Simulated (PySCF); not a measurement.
# [WO2S2]2-: geometry, NMR shifts

Wanted: the NMR shifts of [WO2S2]2- (`[O]=[W-2](=[O])(=[S])=[S]`), by calculation.

Programs: PySCF 2.14.0, with density-fitted response routines of our own. Each step states its level of theory. These are calculated values for one molecule in the gas phase, unless marked as measured. Atoms count from 0, in the outputs and in this text.

**1. The starting structure**

5 atoms, charge -2, multiplicity 1; geometry from: GFN2-xTB.

Bonds of the start (Å): W0–O1 1.74, W0–O2 1.74, W0–S3 2.27, W0–S4 2.27.

**2. Relaxing the molecule at PBE0-D3(BJ)/def2-SVP**

What the job is given:

```
{"job": {"xc": "PBE0", "basis": "def2-SVP", "d3": "d3bj", "grid": 1, "maxiter": 40, "kind": "geom"}, "charge": -2, "multiplicity": 1}
W      0.134210    -0.000490     0.094480
O      0.060720    -0.016930     1.831850
O      1.739340     0.009510    -0.574150
S     -0.969310     1.831840    -0.660560
S     -0.964960    -1.823930    -0.691620
```

**Question.** This job is followed by: GIAO PBE0/pcSseg-1 W:def2-TZVP NMR shielding, non-relativistic, gas phase; GIAO KT2/pcSseg-1 W:def2-TZVP NMR shielding, non-relativistic, gas phase. Predict these results of the whole session: point group; rotational constants (main isotopes); ¹⁷O shifts against H2O (PBE0/def2-TZVP+pcSseg-1, means over atoms taken as alike); ³³S shifts against CS2 (PBE0/def2-TZVP+pcSseg-1, means over atoms taken as alike); range of the shift of O1.

As calculated:

| quantity | value |
| --- | --- |
| point group | C2v |
| rotational constants (main isotopes) | 2.64, 1.74, 1.42 GHz |
| ¹⁷O shifts against H2O (PBE0/def2-TZVP+pcSseg-1, means over atoms taken as alike) | 685.1 ppm |
| ³³S shifts against CS2 (PBE0/def2-TZVP+pcSseg-1, means over atoms taken as alike) | 173 ppm |
| range of the shift of O1 | 642.6 to 685.1 ppm |

In words: The optimisation took 4 steps and gained 0.105 eV; among the close pairs (by a distance rule), W0–O1 changed most, from 1.739 to 1.753 Å. At PBE0/def2-TZVP+pcSseg-1: The largest span, 587 ppm, is at S3, S4, where the paramagnetic term is -739 ppm. In ppm, O1 (with its like atoms) moves most: its shift spreads over 42.6 ppm, from 642.6 (KT2/def2-TZVP+pcSseg-1) to 685.1 (PBE0/def2-TZVP+pcSseg-1). Spin-orbit coupling is left out, which matters for shieldings and couplings at and beside the heavy atoms. At PBE0/def2-TZVP+pcSseg-1 the HOMO lies above zero (+2.80 eV), as often for anions in the gas phase: self-interaction error lifts it, or the electron is held by the finite basis alone; counter-ions and solvent are missing.
